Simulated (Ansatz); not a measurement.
**(111) superlattice of 2 and 10 atomic planes of GaN and AlN, in-plane a of AlN, 12 atoms**

Wanted: the effect of changed settings on energy, forces, pressure and convergence.

Program: Ansatz 0.2.0, PAW, plane waves. These are calculated values, not measurements.

1 further run of the same task is left out (it didn't finish).

### Step 1. Starting point

12 atoms (1 Ga, 5 Al, 6 N); a = 3.096 Å, b = 3.096 Å, c = 15.287 Å, α = 90.00°, β = 90.00°, γ = 120.00°. All atoms were shaken off their sites by about 0.04 Å along each axis.

### Step 2. PBEsol on the given atoms

Contents of in.yaml:

```yaml
crystal:
  lattice:
    - [2.188861, -2.188861, 0.000000]
    - [0.000000, 2.188861, -2.188861]
    - [8.825677, 8.825677, 8.825677]
  atoms:
    - { symbol: Ga, position: [0.981479, 0.974605, 0.996705] }
    - { symbol: Al, position: [0.009761, 0.017830, 0.504570] }
    - { symbol: Al, position: [0.310575, 0.654868, 0.173435] }
    - { symbol: Al, position: [0.345763, 0.666785, 0.666225] }
    - { symbol: Al, position: [0.656427, 0.326979, 0.336567] }
    - { symbol: Al, position: [0.664228, 0.327529, 0.832938] }
    - { symbol: N, position: [0.991774, 0.004867, 0.130248] }
    - { symbol: N, position: [0.008175, 0.996112, 0.631161] }
    - { symbol: N, position: [0.318585, 0.652930, 0.294772] }
    - { symbol: N, position: [0.346003, 0.666293, 0.794923] }
    - { symbol: N, position: [0.646378, 0.344480, 0.457144] }
    - { symbol: N, position: [0.639507, 0.339105, 0.955919] }
kpoints:
  mp_grid: { grid: [4, 4, 1] }
hamiltonian:
  xc: pbesol
scf:
  occupations: { method: fermi_dirac, width: 0.01 }
output:
  forces: true
  eigenvalues: true
  stress: true
  populations: true
  write_density: true
  write_potential: true
  elf: true
  volumetric_format: npy
```

The run is started by

```
$ ansatz run in.yaml --threads 8 --pin off --max-ram 13300MiB --runs-dir r --events-out ev --progress --plain
```

### Step 3. Run again with density threshold 0.001 eV, mixing beta 0.2

Changes to in.yaml since step 2:

```diff
@@ -24,2 +24,5 @@
   occupations: { method: fermi_dirac, width: 0.01 }
+  max_iter: 100
+  convergence: { dr2_threshold: 1e-03 }
+  mixing: { beta: 0.2 }
 output:
@@ -28,3 +31,2 @@
   stress: true
-  populations: true
   write_density: true
```

### Step 4. Variant: 1 extra band, starting moment 8 μB, mixer broyden

Changes to in.yaml since step 3:

```diff
@@ -22,7 +22,10 @@
   xc: pbesol
+magnetization:
+  spin_polarized: true
+  initial_magnetization: 8
 scf:
   occupations: { method: fermi_dirac, width: 0.01 }
-  max_iter: 100
-  convergence: { dr2_threshold: 1e-03 }
-  mixing: { beta: 0.2 }
+  max_iter: 60
+  n_extra_bands: 1
+  mixing: { algorithm: broyden }
 output:
@@ -31,5 +34 @@
   stress: true
-  write_density: true
-  write_potential: true
-  elf: true
-  volumetric_format: npy
```

### Step 5. Variant: k points one point at (½, ½, ½), occupations fixed, accuracy high

Changes to in.yaml since step 4:

```diff
@@ -1 +1,2 @@
+accuracy: high
 crystal:
@@ -19,13 +20,8 @@
 kpoints:
-  mp_grid: { grid: [4, 4, 1] }
+  mp_grid: { grid: [1, 1, 1], shift: [0.5, 0.5, 0.5] }
 hamiltonian:
   xc: pbesol
-magnetization:
-  spin_polarized: true
-  initial_magnetization: 8
 scf:
-  occupations: { method: fermi_dirac, width: 0.01 }
-  max_iter: 60
-  n_extra_bands: 1
-  mixing: { algorithm: broyden }
+  occupations: { method: fixed }
+  max_iter: 80
 output:
```

### Step 6. Run again with occupations Gaussian, accuracy low, density cutoff ratio 6

Changes to in.yaml since step 5:

```diff
@@ -1,2 +1,2 @@
-accuracy: high
+accuracy: low
 crystal:
@@ -20,3 +20,4 @@
 kpoints:
-  mp_grid: { grid: [1, 1, 1], shift: [0.5, 0.5, 0.5] }
+  mp_grid: { grid: [4, 4, 1] }
+basis: { ecutrho_ratio: 6 }
 hamiltonian:
@@ -24,4 +25,4 @@
 scf:
-  occupations: { method: fixed }
-  max_iter: 80
+  occupations: { method: gaussian, width: 0.01 }
+  max_iter: 60
 output:
```

Q: Predict the outcome of this session. Wanted: for each run, settings; status; energy from base; forces from base.

The runs gave:

| settings | status | cycles | time | energy from base (meV/atom) | forces from base (eV/Å rms) | filled to empty level on the mesh (eV) |
| --- | --- | --- | --- | --- | --- | --- |
| base | converged | 8 | 1.9 s (8 CPU threads) | 0 | 0 | 2.01 |
| density threshold 0.001 eV, mixing beta 0.2 | converged, settings too loose | 6 | 0.8 s (8 CPU threads) | 0.0 | 0.000 | 2.01 |
| 1 extra band, starting moment 8 μB, mixer broyden | refused | - | 0.1 s (8 CPU threads) | - | - | - |
| k points one point at (½, ½, ½), occupations fixed, accuracy high | converged | 12 | 0.5 s (8 CPU threads) | -423.7 | 1.045 | 3.04 |
| occupations Gaussian, accuracy low, density cutoff ratio 6 | converged, settings too loose | 8 | 0.7 s (8 CPU threads) | 0.0 | 0.000 | 2.01 |

**Reading.** Among these variants the forces move most with k points one point at (½, ½, ½), occupations fixed, accuracy high (1.045 eV/Å rms). 1 of 4 variants gave no result: 1 extra band, starting moment 8 μB, mixer broyden (refused).
